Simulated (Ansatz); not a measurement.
# SiH2Br− (SMILES [SiH2-]Br): functionals against CCSD(T) at one geometry

An exercise on one series of results from a longer session: the logs are not shown, and one member is left open.

Computed with Ansatz 0.2.0, Gaussian basis. Level: single points in def2-TZVPPD.

Cores are frozen in the correlated methods. Filled d shells of the heavier atoms are correlated.

**Where the work starts**

SMILES `[SiH2-]Br`, 4 atoms, charge -1, spin multiplicity 1.

Atoms are counted from 1 here; the program's logs count them from 0.

Bond lengths: Si1–Br2 2.434 Å, Si1–H3 1.520 Å, Si1–H4 1.488 Å. Angles: Br2–Si1–H3 93.9°, Br2–Si1–H4 92.6°, H3–Si1–H4 99.4°.

As a file:

```
Si   -0.20310   -0.33460   -0.63670
Br    1.67700   -0.27780    0.90800
H    -1.23390   -0.53650    0.46260
H    -0.24770    1.14860   -0.74270
```

Set-up of the first run:

run/in.yaml

```yaml
crystal:
  periodic: [false, false, false]
  atoms:
    - {symbol: Si, position_ang: [-0.203100, -0.334600, -0.636700]}
    - {symbol: Br, position_ang: [1.677000, -0.277800, 0.908000]}
    - {symbol: H, position_ang: [-1.233900, -0.536500, 0.462600]}
    - {symbol: H, position_ang: [-0.247700, 1.148600, -0.742700]}
basis:
  gaussian: {orbitals: "def2-TZVPPD.json"}
total_charge: -1
correlation: {method: ccsd_t}
output: {forces: true}
```

The basis file named in the input lies beside it (Basis Set Exchange, JSON).

The command line of these runs was not kept.

Steps of the session up to this table: CCSD(T)/def2-TZVPPD; PBE0-D4/def2-TZVPPD; wB97M-V/def2-TZVPPD; r2SCAN-D4/def2-TZVPPD; PBE-D4/def2-TZVPPD; B97M-V/def2-TZVPPD; revPBE-D4/def2-TZVPPD.

One table of the session follows, with a row left open; its other results are not shown here.

```
   method  RMS force component (eV/Å)  angle to CCSD(T) forces (°)
  CCSD(T)                       0.348                    reference
  PBE0-D4                       0.391                          6.9
  wB97M-V                       0.343                          3.4
r2SCAN-D4                       0.390                          3.9
   PBE-D4                           ?                            ?
   B97M-V                       0.432                          8.1
revPBE-D4                       0.494                         11.2
```

**Question.** Estimate the row for PBE-D4.

As computed: RMS force component (eV/Å): 0.475; angle to CCSD(T) forces (°): 9.4. In the column «RMS force component (eV/Å)» it lies between B97M-V (0.432) and revPBE-D4 (0.494).
